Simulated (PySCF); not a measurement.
# The bond of AlCd+, level by level

One table from this session's results is given with a row withheld; the runs are named, their logs left out.

Computed with PySCF 2.14.0. Level: Al def2-SVPD, Cd def2-SVPD with ECP28, scalar-relativistic core potentials.

Set-up of the first run:

The job is set up so:

```json
{
  "atoms": "Al, Cd",
  "charge": "1",
  "basis": "Al def2-SVPD, Cd def2-SVPD with ECP28",
  "Hamiltonian": "scalar-relativistic core potentials",
  "basis functions": "58",
  "electrons treated": "32",
  "masses in u": "26.9815, 113.9034",
  "levels": "PBE0, PBE, r²SCAN, BP86, M06-L, PBEsol, ωB97X, HF, MP2, SCS-MP2, CCSD, CCSD(T)",
  "grid": "80 radial by 434 angular points",
  "occupations": "held fixed by the projection of orbital angular momentum",
  "dissociation limit": "Al+ + Cd, each in its ground configuration",
  "starting distance in angstrom": "2.695",
  "values of 2S to try": "0, 2"
}
```

The run is started by

```bash
$ OMP_NUM_THREADS=1 python dia.py task.json out
```

Among the steps run: Set-up; The PBE0 curve of the state that the search chose; Excited determinants; PBE; r²SCAN (meta-GGA); BP86; M06-L (meta-GGA); PBEsol; ωB97X; RHF; Adding correlation.

One table of the session follows, with a row left open; its other results are not shown here.

Energy (eV) from each level's lowest point:

| R (Å) | RHF | RHF-MP2 | RHF-SCS-MP2 | RHF-CCSD | RHF-CCSD(T) |
| --- | --- | --- | --- | --- | --- |
| 2.617 | 0.477 | 0.252 | 0.280 | n/a | n/a |
| 2.739 | 0.273 | 0.115 | 0.135 | 0.131 | 0.117 |
| 2.860 | ? | ? | ? | ? | ? |
| 2.952 | 0.078 | 0.011 | 0.018 | 0.015 | 0.011 |
| 3.043 | 0.036 | 0.000 | 0.002 | 0.001 | 0.000 |
| 3.134 | 0.012 | 0.002 | 0.000 | 0.000 | 0.003 |
| 3.256 | 0.000 | 0.019 | 0.012 | 0.014 | 0.021 |
| 3.408 | 0.007 | 0.055 | 0.043 | 0.046 | 0.058 |
| 3.591 | 0.035 | 0.110 | 0.092 | 0.097 | 0.113 |
| 3.834 | 0.088 | 0.189 | 0.165 | n/a | n/a |

Q: Estimate the row for R (Å) = 2.860 from the others.

Worked estimate for «RHF». A straight line through the neighbours (2.739, 0.273) and (2.952, 0.078) gives 0.273 + (0.078 − 0.273) × (2.860 − 2.739) / (2.952 − 2.739) = 0.162; a parabola fitted to 4 rows on both sides gives 0.139.

**Answer.** RHF: 0.141; RHF-MP2: 0.040; RHF-SCS-MP2: 0.051; RHF-CCSD: 0.048; RHF-CCSD(T): 0.039. In «RHF» the line misses by +0.021 and the parabola by -0.002.
